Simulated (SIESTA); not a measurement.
DyAgB4F16:

```
Dy Ag B F
1.0
     5.40539   -0.12478   -0.02960
     0.15132    6.87214    0.16225
     0.52959    1.25889    9.42097
Dy Ag B F
1 1 4 16
Cartesian
  3.0611 0.7190 4.4394
  0.6849 7.8562 9.4531
  5.5055 1.7583 3.0167
  3.4402 2.4965 7.5507
  2.8009 5.8142 2.2359
  5.8404 5.7874 6.3339
  1.3107 2.1302 3.7836
  5.1476 0.3764 3.2725
  0.2230 2.1515 1.7310
  4.4203 2.4658 3.6485
  3.0675 3.7853 7.7326
  4.8237 2.2806 7.6538
  2.7566 1.5749 8.3611
  3.0844 2.1159 6.1158
  1.5849 5.3733 1.7772
  2.6507 0.4118 2.1505
  2.9742 5.4852 3.6520
  3.8727 5.3689 1.5018
  0.4297 4.7073 5.7646
  1.5209 6.7547 5.7822
  0.5588 5.9421 7.7249
  4.6014 6.5330 5.9712
```

The cell was built by a generator and needn't be a form met in nature.

Base run:

- Program: SIESTA 5.4.2
- Functional: BLYP
- Potentials or basis: PseudoDojo 0.4 standard with PseudoDojo 3+ lanthanides (4f in the core) (PBE files)
- Basis: DZP (energy shift 0.003 Ry; two zetas on semicore shells)
- Grid cutoff: 800 Ry
- Energy shift: 0.003 Ry
- k mesh: 5 × 4 × 3
- Occupations: fermi-dirac, width 0.05 eV
- Spin: collinear spin, ferromagnetic start
- Starting moments: [5.0, 0.0, 0.0, 0.0, 0.0, 0.0, 0.0, 0.0, 0.0, 0.0, 0.0, 0.0, 0.0, 0.0, 0.0, 0.0, 0.0, 0.0, 0.0, 0.0, 0.0, 0.0] μB

Its results: band gap on the k mesh 4.24 eV, indirect (least direct gap 4.26 eV); pressure 2.5 GPa; net moment 0.00 μB per cell; largest force 0.928 eV/Å.

Problem. After a change of settings the same cell gave: band gap on the k mesh 4.08 eV, indirect (least direct gap 4.10 eV); pressure -4.6 GPa; net moment 0.00 μB per cell; largest force 0.291 eV/Å. Which change was it?
A. functional from BLYP to AM05; potentials or basis from PseudoDojo 0.4 standard with PseudoDojo 3+ lanthanides (4f in the core) (PBE files) to PseudoDojo 0.4 standard with PseudoDojo 3+ lanthanides (4f in the core) (PBE and PBEsol files)
B. functional from BLYP to LDA; potentials or basis from PseudoDojo 0.4 standard with PseudoDojo 3+ lanthanides (4f in the core) (PBE files) to PseudoDojo 0.4 standard with PseudoDojo 3+ lanthanides (4f in the core) (PBE and LDA files)
C. functional from BLYP to RPBE
D. functional from BLYP to PBEsol; potentials or basis from PseudoDojo 0.4 standard with PseudoDojo 3+ lanthanides (4f in the core) (PBE files) to PseudoDojo 0.4 standard with PseudoDojo 3+ lanthanides (4f in the core) (PBE and PBEsol files)

Solution. B.

Caveats: the magnetic or orbital state may not be the lowest; short orbitals over semicore shells can move pressures by several GPa; the potentials were made for another functional, which shifts forces and pressure; spin-orbit coupling is left out, which moves the levels of the heavy elements; the 4f electrons are frozen in the core as for a trivalent ion, so they carry no moment and show no levels; the basis of atomic orbitals isn't converged, which shifts pressures, moduli and gaps.

Runs at the PBE level aren't shown here.
